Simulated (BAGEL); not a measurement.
# C2H4O2 (SMILES C=C(O)O) at HF/cc-pVDZ (density fitting with qzvpp-jkfit)

Aim: the electronic atomisation energy of C2H4O2 at HF/cc-pVDZ (density fitting with qzvpp-jkfit), from 4 runs. 

The calculation is run with BAGEL 1.2.2.

9 further runs of the same task are left out: 9 set aside as unsound or not needed.

### 1 Starting point

The species is C2H4O2 (8 atoms), meant as a singlet with charge 0. SMILES: `C=C(O)O`. The coordinates come from a PBE0-D4/def2-TZVP relaxation. This is one conformer, not always the lowest.

Bond lengths: C1–C2 1.330 Å, C2–O3 1.339 Å, C2–O4 1.354 Å, C1–H5 1.079 Å, C1–H6 1.080 Å, O3–H7 0.963 Å, O4–H8 0.961 Å. Angles: C1–C2–O3 123.4°, C1–C2–O4 126.2°, O3–C2–O4 110.4°, C2–C1–H5 119.9°, C2–C1–H6 120.8°, C2–O3–H7 108.1°, C2–O4–H8 109.2°, H5–C1–H6 119.3°.

### 2 A single-point energy at HF/cc-pVDZ (density fitting with qzvpp-jkfit)

File job.json:

```json
{ "bagel" : [

{
  "title" : "molecule",
  "basis" : "cc-pvdz.json",
  "df_basis" : "qzvpp-jkfit",
  "angstrom" : true,
  "geometry" : [
    { "atom" : "C", "xyz" : [      -0.861900,       0.309200,      -0.656600 ] },
    { "atom" : "C", "xyz" : [       0.226400,       0.062700,       0.067600 ] },
    { "atom" : "O", "xyz" : [       1.269600,       0.899800,       0.139400 ] },
    { "atom" : "O", "xyz" : [       0.450100,      -1.036800,       0.824600 ] },
    { "atom" : "H", "xyz" : [      -0.934000,       1.223000,      -1.225100 ] },
    { "atom" : "H", "xyz" : [      -1.679700,      -0.396100,      -0.683800 ] },
    { "atom" : "H", "xyz" : [       1.929700,       0.505200,       0.718800 ] },
    { "atom" : "H", "xyz" : [      -0.308000,      -1.624300,       0.759300 ] }
  ]
},

{ "title" : "hf" },

{ "title" : "print", "file" : "orbitals.molden", "orbitals" : true }

]}
```

The basis set cc-pVDZ is read from a file made from the Basis Set Exchange's data (not shown).

Run with:

```
BAGEL_NUM_THREADS=1 BAGEL job.json > job.out
```

What it wrote:

```text
* using 1 threads per process

  ===============================================================
  ===============================================================

  *** Geometry ***

  { "atom" : "C", "xyz" : [     -1.628755,      0.584303,     -1.240794 ] },
  { "atom" : "C", "xyz" : [      0.427834,      0.118486,      0.127745 ] },
  { "atom" : "O", "xyz" : [      2.399196,      1.700376,      0.263428 ] },
  { "atom" : "O", "xyz" : [      0.850566,     -1.959268,      1.558268 ] },
  { "atom" : "H", "xyz" : [     -1.765004,      2.311135,     -2.315103 ] },
  { "atom" : "H", "xyz" : [     -3.174173,     -0.748521,     -1.292195 ] },
  { "atom" : "H", "xyz" : [      3.646605,      0.954690,      1.358335 ] },
  { "atom" : "H", "xyz" : [     -0.582036,     -3.069482,      1.434869 ] },

  Number of auxiliary basis functions:      376

  Since a DF basis is specified, we compute 2- and 3-index integrals:
    o Being stored without compression. Storage requirement is 0.017 GB

  Number of basis functions:       76
  Number of electrons      :       32

    * METHOD: MOLECULE                             0.23

  *** RHF ***

  === Nuclear Repulsion ===
   122.3886022598

      * DIIS with orbital gradients will be used.

  === RHF iteration (cc-pvdz.json) ===
      0       -227.55921817          0.01805553           0.05
      1       -227.73236198          0.01002588           0.05
      2       -227.78208874          0.00176885           0.04
      3       -227.78386480          0.00055751           0.04
      4       -227.78406050          0.00015740           0.04
      5       -227.78408039          0.00004861           0.05
      6       -227.78408332          0.00003552           0.05
      7       -227.78408427          0.00000448           0.05
      8       -227.78408429          0.00000124           0.05
      9       -227.78408430          0.00000058           0.05
     10       -227.78408430          0.00000014           0.04
     11       -227.78408430          0.00000004           0.04
     12       -227.78408430          0.00000002           0.04
     13       -227.78408430          0.00000001           0.04
    * SCF iteration converged.

    * Permanent dipole moment:
           (    0.037428,     0.672076,    -0.367785) a.u.

    * METHOD: HF                                   0.77

    * METHOD: PRINT                                0.01

  ===============================================================
```

Wall time 1.9 s (1 thread of Intel Xeon Platinum 8488C (Sapphire Rapids), shared host); peak memory 0.08 GiB.

### 3 The C atom at the same level

File job.json:

```json
{ "bagel": [

{
  "title": "molecule",
  "basis": "cc-pvdz.json",
  "df_basis": "qzvpp-jkfit",
  "angstrom": "true",
  "geometry": [
    { "atom": "C", "xyz": [       0.000000,       0.000000,       0.000000 ] }
  ]
},

{
  "title": "uhf",
  "nopen": 2
},

{
  "title": "print",
  "file": "orbitals.molden",
  "orbitals": "true"
}

]}
```

The basis set cc-pVDZ is read from a file made from the Basis Set Exchange's data (not shown).

Run the same way, it converges to -37.68654 Eh (log not shown).

### 4 The H atom, same level

File input.json:

```json
{ "bagel": [

{
  "title": "molecule",
  "basis": "cc-pvdz.json",
  "df_basis": "qzvpp-jkfit",
  "angstrom": true,
  "geometry": [
    { "atom": "H", "xyz": [    0.000000,    0.000000,    0.000000 ] }
  ]
},
{ "title": "uhf", "nopen": 1 },
{ "title": "print", "file": "orbitals.molden", "orbitals": true }

]}
```

The basis set cc-pVDZ is read from a file made from the Basis Set Exchange's data (not shown).

Run with:

```
BAGEL_NUM_THREADS=1 BAGEL input.json > input.out
```

What it wrote:

```text
* using 1 threads per process

  ===============================================================
  ===============================================================

  *** Geometry ***

  { "atom" : "H", "xyz" : [      0.000000,      0.000000,      0.000000 ] },

  Number of auxiliary basis functions:       18

  Since a DF basis is specified, we compute 2- and 3-index integrals:
    o Being stored without compression. Storage requirement is 0.000 GB

  Number of basis functions:        5
  Number of electrons      :        1

    * METHOD: MOLECULE                             0.01

  *** Open-shell HF ***

  === Nuclear Repulsion ===
     0.0000000000

      * DIIS with orbital gradients will be used.

  === UHF iteration (cc-pvdz.json) ===
      0         -0.48776147          0.02127267           0.00
      1         -0.49773775          0.00783822           0.00
      2         -0.49907249          0.00286837           0.00
      3         -0.49927840          0.00000000           0.00
    * SCF iteration converged.

    * S^2 (UHF) is 0.7500

    * Permanent dipole moment:
           (    0.000000,     0.000000,     0.000000) a.u.

    * METHOD: UHF                                  0.01

    * METHOD: PRINT                                0.00

  ===============================================================
```

It took 1.3 s on 1 thread of Intel Xeon Platinum 8488C (Sapphire Rapids), shared host; peak memory 0.08 GiB.

### 5 The O atom

File input.json:

```json
{ "bagel": [

{
  "title": "molecule",
  "basis": "cc-pvdz.json",
  "df_basis": "qzvpp-jkfit",
  "angstrom": true,
  "geometry": [
    { "atom": "O", "xyz": [    0.000000,    0.000000,    0.000000 ] }
  ]
},
{
  "title": "uhf",
  "nopen": 2
},
{
  "title": "print",
  "file": "orbitals.molden",
  "orbitals": true
}

]}
```

The basis set cc-pVDZ is read from a file made from the Basis Set Exchange's data (not shown).

Run the same way, it converges to -74.79215 Eh (log not shown).

### 6 Outcome

Level: HF/cc-pVDZ (density fitting with qzvpp-jkfit).

| quantity | value |
| --- | --- |
| molecule: total energy | -227.78408 Eh |
| molecule: dipole moment | 1.95 D |
| molecule: HOMO energy | -8.92 eV |
| molecule: LUMO energy | 4.60 eV |
| molecule: HOMO–LUMO gap | 13.52 eV |
| C atom: total energy | -37.68654 Eh |
| C atom: dipole moment | 0.00 D |
| C atom: ⟨S²⟩ | 2.006 |
| H atom: total energy | -0.49928 Eh |
| H atom: dipole moment | 0.00 D |
| H atom: ⟨S²⟩ | 0.750 |
| O atom: total energy | -74.79215 Eh |
| O atom: dipole moment | 0.00 D |
| O atom: ⟨S²⟩ | 2.004 |
| electronic atomisation energy | 22.574 eV |

**Reading.** Taking the molecule apart into free atoms costs 22.57 eV (2178 kJ/mol), before zero-point energy and without spin-orbit coupling. Hartree–Fock lacks the correlation of the bonding pairs, which as a rule makes this value much too low; in minimal bases other errors can mask that.
